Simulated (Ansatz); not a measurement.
# C2H6AlCl: one species, many methods

The task here is to estimate one member of a computed series from the others.

The runs use Ansatz 0.2.0, Gaussian basis; functionals in def2-TZVPP, the program's frozen cores in correlated methods.

Levels to be run: LDA (SPW92), PBE-D4, revPBE-D4, BLYP-D4, r2SCAN-D4, B97M-V, PBE0-D4, B3LYP-D4, r2SCANh-D4, r2SCAN0-D4, HSE06-D4, BHLYP-D4, CAM-B3LYP-D4, LC-ωPBE, ωB97X-V, ωB97M-V, B2PLYP, PBE-QIDH; CCSD(T)/def2-SVP; CCSD(T)/def2-TZVPP; MP2/def2-QZVPP; extrapolation to the limit; RPA on PBE.

### The geometry

All runs share one geometry, relaxed beforehand with PBE0-D4 in a triple-zeta def2 set.

SMILES `[CH3][Al]([CH3])[Cl]`, 10 atoms, charge 0, spin multiplicity 1.

Atoms are counted from 1 here; the program's logs count them from 0.

Bond lengths: C1–Al2 1.942 Å, C1–H5 1.092 Å, C1–H6 1.095 Å, C1–H7 1.095 Å, Al2–C3 1.942 Å, Al2–Cl4 2.114 Å, C3–H8 1.094 Å, C3–H9 1.093 Å, C3–H10 1.094 Å. Angles: Al2–C1–H5 112.5°, Al2–C1–H6 110.7°, Al2–C1–H7 110.7°, H5–C1–H6 108.1°, H5–C1–H7 108.1°, H6–C1–H7 106.4°, C1–Al2–C3 125.8°, C1–Al2–Cl4 117.8°, C3–Al2–Cl4 116.4°, Al2–C3–H8 110.7°, Al2–C3–H9 112.6°, Al2–C3–H10 110.7°, H8–C3–H9 108.1°, H8–C3–H10 106.4°, H9–C3–H10 108.1°.

The first run:

File in.yaml:

```yaml
crystal:
  periodic: [false, false, false]
  atoms:
    - {symbol: C, position_ang: [-0.517718, 1.358170, -0.989245]}
    - {symbol: Al, position_ang: [-0.252306, -0.446582, -0.322407]}
    - {symbol: C, position_ang: [0.742157, -0.932212, 1.273547]}
    - {symbol: Cl, position_ang: [-1.112329, -2.038179, -1.415399]}
    - {symbol: H, position_ang: [-1.121376, 1.383788, -1.898317]}
    - {symbol: H, position_ang: [-1.010198, 1.981429, -0.235428]}
    - {symbol: H, position_ang: [0.443788, 1.835561, -1.206036]}
    - {symbol: H, position_ang: [0.102380, -1.471240, 1.979273]}
    - {symbol: H, position_ang: [1.158659, -0.063286, 1.788840]}
    - {symbol: H, position_ang: [1.566943, -1.607457, 1.025183]}
basis:
  gaussian: {orbitals: def2-TZVPP}
hamiltonian: {xc: lda}
output: {orbitals: {seedname: orbitals}}
```

Steps of the session up to this table: LDA; PBE-D4 (GGA); revPBE-D4 (GGA); BLYP-D4 (GGA); r2SCAN-D4 (meta-GGA); B97M-V (meta-GGA); PBE0-D4 (hybrid); B3LYP-D4 (hybrid); r2SCANh-D4 (hybrid); r2SCAN0-D4 (hybrid); HSE06-D4 (hybrid); BHLYP-D4 (hybrid); CAM-B3LYP-D4 (range-separated); LC-ωPBE-D4 (range-separated; the results give it without D4); ωB97X-V (range-separated); ωB97M-V (range-separated); B2PLYP (double hybrid); PBE-QIDH (double hybrid).

One table of the session follows, with a row left open; its other results are not shown here.

It belongs to the step «Frontier levels by functional». 

```
  functional  HOMO (eV)  gap (eV)
 LDA (SPW92)      -6.75      5.10
      PBE-D4      -6.62      5.21
   revPBE-D4      -6.57      5.28
     BLYP-D4          ?         ?
   r2SCAN-D4      -6.90      5.85
      B97M-V      -6.97      5.78
     PBE0-D4      -7.90      7.28
    B3LYP-D4      -7.68      6.83
  r2SCANh-D4      -7.38      6.58
  r2SCAN0-D4      -8.09      7.67
    HSE06-D4      -7.50      6.51
    BHLYP-D4      -9.09      9.23
CAM-B3LYP-D4      -9.27      9.57
     LC-ωPBE     -10.65     12.08
     ωB97X-V     -10.28     11.56
     ωB97M-V     -10.11     11.08
```

Q: Estimate the row for BLYP-D4 from the others.

Worked estimate for «HOMO (eV)». Against the share of exact exchange, B3LYP-D4 (0.2, -7.68), BHLYP-D4 (0.5, -9.09) give a slope of -4.70 per unit share; at 0 the line stands at -6.74.

As computed: HOMO (eV): -6.49; gap (eV): 5.19. In «HOMO (eV)» the line misses by -0.25.
